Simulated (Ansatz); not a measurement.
# Sn2BrF: the cost of one run

Program: Ansatz 0.2.0. Level of theory: DFT PBE, scalar-relativistic, plane waves, PAW. These are calculated values, not measurements.

### 1 The structure to begin with

The structure is hexagonal, space group P6/mmm (No. 191). The conventional cell has a = 5.902 Å, b = 5.902 Å, c = 7.272 Å, α = 90.00°, β = 90.00°, γ = 120.00°. Around Sn (site symmetry 3m) lie 1 Sn at 2.17 Å. Around Br (site symmetry 6mm) lie 1 F at 1.27 Å. Around F (site symmetry 6mm) lie 1 F at 1.20 Å and 1 Br at 1.27 Å.

As a file:

```cif
data_structure
_symmetry_space_group_name_H-M 'P6/mmm'
_symmetry_Int_Tables_number 191
_cell_length_a 5.9022
_cell_length_b 5.9022
_cell_length_c 7.2724
_cell_angle_alpha 90.000
_cell_angle_beta 90.000
_cell_angle_gamma 120.000
_cell_volume 219.40
loop_
_atom_site_label
_atom_site_type_symbol
_atom_site_symmetry_multiplicity
_atom_site_Wyckoff_symbol
_atom_site_fract_x
_atom_site_fract_y
_atom_site_fract_z
_atom_site_occupancy
Sn1 Sn 4 h 0.33333 0.66667 0.85102 1
Br1 Br 2 e 0.00000 0.00000 0.74264 1
F1 F 2 e 0.00000 0.00000 0.08249 1
```

The cell is invented: random cell by space group and Wyckoff sites (P6/mmm, No. 191). Lengths come from tabulated atomic sizes and are only a guess.

### 2 Probe: one point on a coarse mesh

input.yaml

```yaml
crystal:
  lattice:
    - [5.90219834, 0.0, 0.0]
    - [-2.95109917, 5.1114537, 0.0]
    - [0.0, 0.0, 7.27243564]
  atoms:
    - { symbol: Sn, position: [0.33333333, 0.66666667, 0.85102241] }
    - { symbol: Sn, position: [0.33333333, 0.66666667, 0.14897759] }
    - { symbol: Sn, position: [0.66666667, 0.33333333, 0.14897759] }
    - { symbol: Sn, position: [0.66666667, 0.33333333, 0.85102241] }
    - { symbol: Br, position: [0.0, 0.0, 0.74264256] }
    - { symbol: Br, position: [0.0, 0.0, 0.25735744] }
    - { symbol: F, position: [0.0, 0.0, 0.08249323] }
    - { symbol: F, position: [0.0, 0.0, 0.91750677] }
basis:
  ecutwfc: 420
kpoints:
  mp_grid: { grid: [3, 3, 4] }
hamiltonian:
  xc: pbe
scf:
  occupations: { method: gaussian, width: 0.1 }
  lower_state_search: "off"
output:
  forces: true
  stress: true
  eigenvalues: true
```

Started as:

```console
ansatz run input.yaml --threads 1 --pin off --max-ram 2560MiB --backend cpu --events-out ev --progress --plain --runs-dir out
```

What time and memory should one allow on 1 thread of Intel Xeon Platinum 8259CL at 2.50GHz (Skylake/Cascade Lake), shared host?

About 7.2 s, with a peak of 0.53 GiB.
